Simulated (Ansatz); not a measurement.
# Molecular dynamics of WC

The input (input.yaml):

```yaml
accuracy: low
crystal:
  lattice:
    - [-2.953038, -5.114812, 0.0]
    - [4.429557, -2.557406, 0.0]
    - [0.0, 0.0, 5.773436]
  atoms:
    - { symbol: W, position: [0.75, 0.5, 0.0] }
    - { symbol: C, position: [0.5, 0.6666667, 0.25] }
    - { symbol: W, position: [0.75, 0.5, 0.5] }
    - { symbol: C, position: [0.5, 0.6666667, 0.75] }
    - { symbol: W, position: [0.5, 0.0, 0.0] }
    - { symbol: C, position: [0.25, 0.1666667, 0.25] }
    - { symbol: W, position: [0.5, 0.0, 0.5] }
    - { symbol: C, position: [0.25, 0.1666667, 0.75] }
    - { symbol: W, position: [0.25, 0.5, 0.0] }
    - { symbol: C, position: [0.0, 0.6666667, 0.25] }
    - { symbol: W, position: [0.25, 0.5, 0.5] }
    - { symbol: C, position: [0.0, 0.6666667, 0.75] }
    - { symbol: W, position: [0.0, 0.0, 0.0] }
    - { symbol: C, position: [0.75, 0.1666667, 0.25] }
    - { symbol: W, position: [0.0, 0.0, 0.5] }
    - { symbol: C, position: [0.75, 0.1666667, 0.75] }
basis:
  ecutwfc: 420.0
kpoints:
  mp_grid: { grid: [3, 3, 3] }
hamiltonian:
  xc: pbesol
  pseudopotentials: { kind: paw, azcp: { folder: soft_1 } }
scf:
  occupations: { method: fermi_dirac, width: 0.24 }
  lower_state_search: "off"
md:
  timestep: 0.75
  n_steps: 170
  ensemble: nvt_langevin
  temperature: 2800.0
  initial_velocities: maxwell_boltzmann
  seed: 231470
  friction: 0.02
```

Command:

```bash
$ ansatz run input.yaml --threads 2 --pin off --max-ram 5120MiB --backend cpu --events-out ev --progress --plain --runs-dir out
```

It starts from a structure without forces on its atoms.

Output, in part (step lines):

```
md step     0: t =     0.00 fs  T =  2625.0 K  F+E_penalty+E_count = -84037.52937446 eV  E_kin = 5.428920 eV  (9 SCF iters)
md step     1: t =     0.75 fs  T =  2756.5 K  F+E_penalty+E_count = -84037.50043985 eV  E_kin = 5.700975 eV  (6 SCF iters)
md step     2: t =     1.50 fs  T =  2803.6 K  F+E_penalty+E_count = -84037.40761707 eV  E_kin = 5.798323 eV  (6 SCF iters)
md step     3: t =     2.25 fs  T =  2727.0 K  F+E_penalty+E_count = -84037.24719500 eV  E_kin = 5.639812 eV  (7 SCF iters)
md step     4: t =     3.00 fs  T =  2942.8 K  F+E_penalty+E_count = -84037.01223863 eV  E_kin = 6.086195 eV  (7 SCF iters)
md step     5: t =     3.75 fs  T =  2823.9 K  F+E_penalty+E_count = -84036.70218039 eV  E_kin = 5.840344 eV  (5 SCF iters)
md step     6: t =     4.50 fs  T =  2562.4 K  F+E_penalty+E_count = -84036.33001296 eV  E_kin = 5.299430 eV  (5 SCF iters)
md step     7: t =     5.25 fs  T =  2395.5 K  F+E_penalty+E_count = -84035.90970682 eV  E_kin = 4.954244 eV  (5 SCF iters)
[... lines left out ...]
md step   169: t =   126.75 fs  T =  2235.1 K  F+E_penalty+E_count = -84031.22478768 eV  E_kin = 4.622553 eV  (5 SCF iters)
md step   170: t =   127.50 fs  T =  2150.5 K  F+E_penalty+E_count = -84031.22308748 eV  E_kin = 4.447616 eV  (6 SCF iters)
```

The steps, from the saved trajectory:

| time (fs) | T (K) | potential energy less start (eV) |
| --- | --- | --- |
| 0 | 2625 | 0.000 |
| 3.75 | 2824 | 0.827 |
| 7.5 | 1700 | 3.037 |
| 11.25 | 1161 | 4.614 |
| 15 | 1477 | 4.224 |
| 18.75 | 2260 | 2.981 |
| 22.5 | 2326 | 2.337 |
| 26.25 | 2244 | 2.423 |
| 30 | 1773 | 3.289 |
| 33.75 | 1939 | 3.752 |
| 37.5 | 2670 | 3.545 |
| 41.25 | 2546 | 3.637 |
| 45 | 2419 | 4.190 |
| 48.75 | 2173 | 4.839 |
| 52.5 | 1903 | 5.362 |
| 56.25 | 1911 | 5.718 |
| 60 | 2557 | 5.715 |
| 63.75 | 2741 | 5.488 |
| 67.5 | 3312 | 5.613 |
| 71.25 | 3076 | 6.026 |
| 75 | 2499 | 6.174 |
| 78.75 | 2656 | 5.951 |
| 82.5 | 2828 | 5.542 |
| 86.25 | 2638 | 5.152 |
| 90 | 2807 | 4.888 |
| 93.75 | 2670 | 4.839 |
| 97.5 | 2937 | 5.194 |
| 101.25 | 2466 | 6.092 |
| 105 | 2685 | 6.868 |
| 108.75 | 2412 | 7.388 |
| 112.5 | 2401 | 7.365 |
| 116.25 | 2621 | 7.074 |
| 120 | 2649 | 6.673 |
| 123.75 | 2605 | 6.375 |
| 127.5 | 2151 | 6.306 |

The run went to its last step. A run of 0.13 ps of so small a system gives no equilibrium averages. Limits of this set-up: coarse k mesh, PAW files made for another functional, low accuracy level.

Mean squared displacements from the first frame to the last, about the centre of mass: W 0.04 Å², C 0.04 Å².

Last frame:

```xyz
16
Lattice="-2.9530 -5.1148 0.0000 4.4296 -2.5574 0.0000 0.0000 0.0000 5.7734" Properties=species:S:1:pos:R:3
W 0.057 -5.336 0.100
C 1.597 -4.338 1.454
W 0.263 -4.953 2.898
C 1.592 -4.341 4.321
W -1.415 -2.757 0.293
C 0.136 -1.830 1.484
W -1.418 -2.590 2.778
C 0.385 -1.700 4.093
W 1.484 -2.726 -0.020
C 3.052 -1.619 1.698
W 1.646 -2.744 2.850
C 3.128 -1.654 4.370
W 0.328 -0.087 -0.051
C -1.322 -4.311 1.579
W 0.166 -0.147 2.784
C -1.211 -4.450 4.448
```

Run time: 18 min on 2 threads of Intel(R) Xeon(R) Platinum 8259CL CPU @ 2.50GHz (Skylake/Cascade Lake), on a shared host, peak memory 0.83 GiB.
